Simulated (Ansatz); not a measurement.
**CH₂Ge+ (doublet): wave-function methods side by side, cc-pVDZ**

Aim: climb from Hartree-Fock through coupled cluster and multireference methods for CH₂Ge+ (doublet) at one geometry and basis, and see what each rung misses.

Program: Ansatz 0.2.0, Gaussian basis. Level of theory: cc-pVDZ, core rule «outside noble gas», up to 15 orbitals frozen. These are calculated values, not measurements.

Plan: UHF; CCSD(T) on ROHF; CCSD(T) on UHF; BCCD(T) on ROHF; CISD; CCSDT(Q) on ROHF; CCSDT(Q) on UHF; CCSDTQ on ROHF; CASSCF and MRCISD+Q, 9 electrons in 10 orbitals; CASSCF and MRCISD+Q(relaxed), 9 electrons in 10 orbitals; CASSCF and NEVPT2, 9 electrons in 10 orbitals.

4 further runs of the same task are left out: 4 set aside as unsound or not needed.

## Step 1: The system

The geometry is a PBE0/def2-TZVP stationary point (not a proven minimum) of the parent state, kept for this charge and spin. No spin-orbit coupling is included. The filled d shell of Ge may be among the frozen orbitals whatever the setting's name suggests; the logs give the count.

4 atoms, charge 1, spin multiplicity 2.

Atoms are counted from 1 here; the program's logs count them from 0.

Bond lengths: Ge1–C2 1.957 Å, C2–H3 1.091 Å, C2–H4 1.091 Å. Angles: Ge1–C2–H3 123.6°, Ge1–C2–H4 123.6°, H3–C2–H4 112.9°.

## Step 2: UHF

File in.yaml:

```yaml
crystal:
  periodic: [false, false, false]
  atoms:
    - {symbol: Ge, position_ang: [0.000000, 0.000000, 0.330803]}
    - {symbol: C, position_ang: [0.000000, 0.000000, -1.626483]}
    - {symbol: H, position_ang: [0.000000, 0.908852, -2.229454]}
    - {symbol: H, position_ang: [0.000000, -0.908852, -2.229454]}
basis:
  gaussian: {orbitals: cc-pVDZ}
total_charge: 1
magnetization: {spin_polarized: true, initial_magnetization: 1}
hamiltonian: {xc: hf}
output: {orbitals: {seedname: orbitals}}
```

Command:

```console
ansatz run in.yaml --threads 1 --pin off --events-out ev --progress --plain --max-ram 2816MiB --backend cpu
```

The runs that follow: CCSD(T) on ROHF; CCSD(T) on UHF; BCCD(T) on ROHF; CISD; CCSDT(Q) on ROHF; CCSDT(Q) on UHF; CCSDTQ on ROHF; CASSCF and MRCISD+Q, 9 electrons in 10 orbitals; CASSCF and MRCISD+Q(relaxed), 9 electrons in 10 orbitals; CASSCF and NEVPT2, 9 electrons in 10 orbitals.

**Question.** What will the summary of the whole plan be? Wanted: RCCSDTQ below the RHF energy; RMP2 from RCCSDTQ; UMP2 from RCCSDTQ; RCCSD from RCCSDTQ; RCCSD(T) from RCCSDTQ; UCCSD(T) from RCCSDTQ; RCCSDT(Q) from RCCSDTQ; UCCSDT(Q) from RCCSDTQ; NEVPT2 valence from RCCSDTQ.

The runs gave:

| quantity | value |
| --- | --- |
| RCCSDTQ below the RHF energy | -5.6883 eV |
| RMP2 from RCCSDTQ | +1062.2 meV |
| UMP2 from RCCSDTQ | +1070.0 meV |
| RCCSD from RCCSDTQ | +189.1 meV |
| RCCSD(T) from RCCSDTQ | +36.5 meV |
| UCCSD(T) from RCCSDTQ | +36.2 meV |
| RCCSDT(Q) from RCCSDTQ | +0.5 meV |
| UCCSDT(Q) from RCCSDTQ | -0.6 meV |
| NEVPT2 valence from RCCSDTQ | +749.7 meV |
| MRCISD+Q valence from RCCSDTQ | +22.6 meV |
| MRCISD+Q(relaxed) valence from RCCSDTQ | -15.9 meV |
| levels within 1 kcal/mol (43 meV) | RCCSD(T), UCCSD(T), BCCD(T), RCCSDT, UCCSDT, RCCSDT(Q), UCCSDT(Q), MRCISD+Q valence, MRCISD+Q(relaxed) valence |
| T1 diagnostic | 0.018 |
| effectively unpaired electrons | 1.05 |

RCCSD(T) misses by +36.5 meV, 0.6 % of the correlation energy. One determinant dominates. Of the multireference levels listed MRCISD+Q(relaxed) valence comes nearest in total energy (-15.9 meV), which doesn't show that its space is the better one. These misses are within one basis, not against nature; the frozen cores of restricted and unrestricted runs differ, which can shift their rows.
